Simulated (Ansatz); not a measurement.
# C6H6O2: vertical ionisation energy

An exercise on one series of results from a longer session: the logs are not shown, and one member is left open.

Method: unrestricted cation, the program's frozen cores in correlated methods; program: Ansatz 0.2.0, Gaussian basis.

Levels to be run: UKS PBE-D4/def2-TZVPP; UKS r2SCAN-D4/def2-TZVPP; UKS PBE0-D4/def2-TZVPP; UKS B3LYP-D4/def2-TZVPP; UKS wB97X-V/def2-TZVPP; UKS wB97M-V/def2-TZVPP; UKS B2PLYP/def2-TZVPP; UHF-CCSD(T)/def2-TZVPP; UHF-MP2/def2-QZVPP; extrapolation to the limit; then −ε(HOMO) from the neutral's earlier runs with LDA (SPW92), PBE-D4, revPBE-D4, BLYP-D4, r2SCAN-D4, B97M-V, PBE0-D4, B3LYP-D4, r2SCANh-D4, r2SCAN0-D4, HSE06-D4, BHLYP-D4, CAM-B3LYP-D4, LC-ωPBE, ωB97X-V, ωB97M-V.

### The geometry

All runs share one geometry, relaxed beforehand with PBE0-D4 in a triple-zeta def2 set.

SMILES `Oc1ccc(O)cc1`, 14 atoms, charge 0, spin multiplicity 1.

Atoms are counted from 1 here; the program's logs count them from 0.

Bond lengths: O1–C2 1.361 Å, O1–H9 0.961 Å, C2–C3 1.387 Å, C2–C8 1.389 Å, C3–C4 1.385 Å, C3–H10 1.083 Å, C4–C5 1.389 Å, C4–H11 1.086 Å, C5–O6 1.361 Å, C5–C7 1.387 Å, O6–H12 0.961 Å, C7–C8 1.385 Å, C7–H13 1.083 Å, C8–H14 1.086 Å. Angles: C2–O1–H9 109.1°, O1–C2–C3 117.9°, O1–C2–C8 122.8°, C3–C2–C8 119.3°, C2–C3–C4 120.1°, C2–C3–H10 119.1°, C4–C3–H10 120.7°, C3–C4–C5 120.6°, C3–C4–H11 119.5°, C5–C4–H11 119.9°, C4–C5–O6 122.8°, C4–C5–C7 119.3°, O6–C5–C7 117.9°, C5–O6–H12 109.1°, C5–C7–C8 120.1°, C5–C7–H13 119.1°, C8–C7–H13 120.7°, C2–C8–C7 120.6° and more.

Geometry (Å):

```xyz
14
C6H6O2
O     1.36900   -1.04792    2.15068
C     0.67483   -0.55329    1.08916
C     1.08527    0.65876    0.55447
C     0.41254    1.20506   -0.52593
C    -0.67666    0.54910   -1.08509
O    -1.37088    1.04378   -2.14656
C    -1.08708   -0.66296   -0.55042
C    -0.41434   -1.20926    0.52998
H     0.98116   -1.88505    2.41810
H     1.93496    1.16794    0.99265
H     0.74277    2.15486   -0.93654
H    -0.98315    1.88100   -2.41386
H    -1.93677   -1.17214   -0.98860
H    -0.74454   -2.15908    0.94056
```

The first run:

in.yaml reads:

```yaml
crystal:
  periodic: [false, false, false]
  atoms:
    - {symbol: O, position_ang: [1.368999, -1.047925, 2.150683]}
    - {symbol: C, position_ang: [0.674832, -0.553285, 1.089161]}
    - {symbol: C, position_ang: [1.085273, 0.658761, 0.554469]}
    - {symbol: C, position_ang: [0.412536, 1.205056, -0.525933]}
    - {symbol: C, position_ang: [-0.676664, 0.549105, -1.085086]}
    - {symbol: O, position_ang: [-1.370876, 1.043782, -2.146561]}
    - {symbol: C, position_ang: [-1.087080, -0.662961, -0.550420]}
    - {symbol: C, position_ang: [-0.414338, -1.209259, 0.529978]}
    - {symbol: H, position_ang: [0.981156, -1.885052, 2.418101]}
    - {symbol: H, position_ang: [1.934963, 1.167944, 0.992654]}
    - {symbol: H, position_ang: [0.742765, 2.154856, -0.936541]}
    - {symbol: H, position_ang: [-0.983150, 1.881001, -2.413859]}
    - {symbol: H, position_ang: [-1.936770, -1.172145, -0.988603]}
    - {symbol: H, position_ang: [-0.744543, -2.159079, 0.940559]}
basis:
  gaussian: {orbitals: def2-TZVPP}
total_charge: 1
magnetization: {spin_polarized: true, initial_magnetization: 1}
hamiltonian: {xc: pbe, dispersion: d4}
```

Launch:

```sh
ansatz run in.yaml --threads 2 --pin off --events-out ev --progress --plain --max-ram 22528MiB --backend cuda --devices 0, --max-vram 18GiB
```

Among the steps run: Cation, UKS PBE-D4/def2-TZVPP; Cation, UKS r2SCAN-D4/def2-TZVPP; Cation, UKS PBE0-D4/def2-TZVPP; Cation, UKS B3LYP-D4/def2-TZVPP; Cation, UKS wB97X-V/def2-TZVPP; Cation, UKS wB97M-V/def2-TZVPP; Cation, UKS B2PLYP (frozen core)/def2-TZVPP; Cation, UHF-CCSD(T)/def2-TZVPP; Cation, UHF-MP2/def2-QZVPP.

One of the session's tables, all rows but one given; the rest of the session is left out.

It belongs to the step «Ionisation energies side by side». Orbital estimates, from the neutral's runs:

```
  functional  −ε(HOMO) (eV)
 LDA (SPW92)           5.09
      PBE-D4           4.88
   revPBE-D4           4.80
     BLYP-D4           4.74
   r2SCAN-D4           5.06
      B97M-V           5.06
     PBE0-D4           5.95
    B3LYP-D4              ?
  r2SCANh-D4           5.47
  r2SCAN0-D4           6.08
    HSE06-D4           5.56
    BHLYP-D4           6.87
CAM-B3LYP-D4           7.17
     LC-ωPBE           8.39
     ωB97X-V           8.07
     ωB97M-V           8.01
```

Estimate the missing values for B3LYP-D4.

Worked estimate for «−ε(HOMO) (eV)». Against the share of exact exchange, BLYP-D4 (0, 4.74), BHLYP-D4 (0.5, 6.87) give a slope of 4.26 per unit share; at 0.2 the line stands at 5.59.

**Answer.** −ε(HOMO) (eV): 5.76. In «−ε(HOMO) (eV)» the line misses by -0.17.
